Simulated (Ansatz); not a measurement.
# Ca2Os3: the cost of one run

Computed with Ansatz 0.2.0 (DFT PBE, scalar-relativistic, plane waves, PAW, unless a step's input says otherwise).

1 further run of the same task is left out (set aside as unsound or not needed).

**1. Starting point**

It takes space group Pm-3m (No. 221, cubic). The conventional cell has a = 4.772 Å, b = 4.772 Å, c = 4.772 Å, α = 90.00°, β = 90.00°, γ = 90.00°. Around Ca (site symmetry m-3m) lie 12 Os at 3.37 Å. Around Ca (site symmetry m-3m) lie 6 Os at 2.39 Å. Os (site symmetry 4/mmm) has 2 Ca at 2.39 Å as nearest neighbours.

As a file:

```
CELL_PARAMETERS angstrom
4.77214 0.00000 0.00000
0.00000 4.77214 0.00000
0.00000 0.00000 4.77214
ATOMIC_POSITIONS crystal
Ca 0.00000 0.00000 0.00000
Ca 0.50000 0.50000 0.50000
Os 0.00000 0.50000 0.50000
Os 0.50000 0.00000 0.50000
Os 0.50000 0.50000 0.00000
```

It is the end of an earlier relaxation with the same method, from a generated guess; it is a trial structure. At a tolerance of 0.05 Å it has space group Pm-3m (No. 221); it has 21.74 Å³/atom, an uncorrected energy of +2.49 eV/atom over the elements.

**2. Static run: bands, density of states and charges**

input.yaml

```yaml
crystal:
  lattice:
    - [4.772143833, 0.0, 0.0]
    - [0.0, 4.772143833, 0.0]
    - [0.0, 0.0, 4.772143833]
  atoms:
    - { symbol: Ca, position: [0.0, 0.0, 0.0] }
    - { symbol: Ca, position: [0.5, 0.5, 0.5] }
    - { symbol: Os, position: [0.0, 0.5, 0.5] }
    - { symbol: Os, position: [0.5, 0.0, 0.5] }
    - { symbol: Os, position: [0.5, 0.5, 0.0] }
basis:
  ecutwfc: 420
kpoints:
  mp_grid: { grid: [8, 8, 8] }
  band_path:
    path:
      - [[0.0, 0.0, 0.0], [0.0, 0.5, 0.0], [0.5, 0.5, 0.0], [0.0, 0.0, 0.0], [0.5, 0.5, 0.5], [0.0, 0.5, 0.0]]
      - [[0.5, 0.5, 0.5], [0.5, 0.5, 0.0]]
    npoints: 14
hamiltonian:
  xc: pbe
scf:
  occupations: { method: gaussian, width: 0.1 }
  n_extra_bands: 12
output:
  forces: true
  stress: true
  eigenvalues: true
  populations: true
  dos: { projected: true, de: 0.02, nscf_kmesh: { grid: [10, 10, 10] } }
  bader: true
```

On the command line:

```
$ ansatz run input.yaml --threads 1 --pin off --max-ram 2048MiB --backend cpu --events-out ev --progress --plain --runs-dir out
```

Q: Estimate wall time and peak memory on 1 thread of Arm Neoverse V1, shared host.

About 64 s, with a peak of 0.49 GiB.
